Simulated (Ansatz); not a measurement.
**CH₂NSe− (SMILES [NH-]C=[Se]): one structure at several levels**

One table from this session's results is given with a row withheld; the runs are named, their logs left out.

Computed with Ansatz 0.2.0, Gaussian basis. Level: single points in def2-TZVPPD.

Correlated methods freeze the cores. Filled d shells of the heavier atoms are correlated.

**The starting structure**

SMILES `[NH-]C=[Se]`, 5 atoms, charge -1, spin multiplicity 1.

Atoms are counted from 1 here; the program's logs count them from 0.

Bond lengths: N1–C2 1.222 Å, N1–H4 1.075 Å, C2–Se3 1.896 Å, C2–H5 1.077 Å. Angles: C2–N1–H4 115.2°, N1–C2–Se3 131.8°, N1–C2–H5 119.4°, Se3–C2–H5 108.7°.

As a file:

```
N    -1.0123   -0.2055    0.1592
C     0.0556    0.3400   -0.0735
Se    1.8342   -0.3178   -0.0951
H    -0.9450   -1.2367    0.4538
H     0.0711    1.3878   -0.3223
```

The first run:

run/in.yaml

```yaml
crystal:
  periodic: [false, false, false]
  atoms:
    - {symbol: N, position_ang: [-1.012300, -0.205500, 0.159200]}
    - {symbol: C, position_ang: [0.055600, 0.340000, -0.073500]}
    - {symbol: Se, position_ang: [1.834200, -0.317800, -0.095100]}
    - {symbol: H, position_ang: [-0.945000, -1.236700, 0.453800]}
    - {symbol: H, position_ang: [0.071100, 1.387800, -0.322300]}
basis:
  gaussian: {orbitals: "def2-TZVPPD.json"}
total_charge: -1
correlation: {method: ccsd_t}
output: {forces: true}
```

The basis file named in the input lies beside it (Basis Set Exchange, JSON).

No record of the launch command was kept for these runs.

Among the steps run: CCSD(T)/def2-TZVPPD; PBE0-D4/def2-TZVPPD; wB97M-V/def2-TZVPPD; r2SCAN-D4/def2-TZVPPD; PBE-D4/def2-TZVPPD; BHLYP-D4/def2-TZVPPD; wB97X-V/def2-TZVPPD.

One of the session's tables, all rows but one given; the rest of the session is left out.

| method | RMS force component (eV/Å) | angle to CCSD(T) forces (°) |
| --- | --- | --- |
| CCSD(T) | 2.073 | reference |
| PBE0-D4 | 1.794 | 5.0 |
| wB97M-V | 1.798 | 4.4 |
| r2SCAN-D4 | 1.852 | 2.7 |
| PBE-D4 | 1.940 | 4.1 |
| BHLYP-D4 | ? | ? |
| wB97X-V | 1.876 | 4.2 |

Q: Estimate the row for BHLYP-D4 from the others.

**Answer.** RMS force component (eV/Å): 1.652; angle to CCSD(T) forces (°): 11.1. In the column «RMS force component (eV/Å)» it is the lowest.
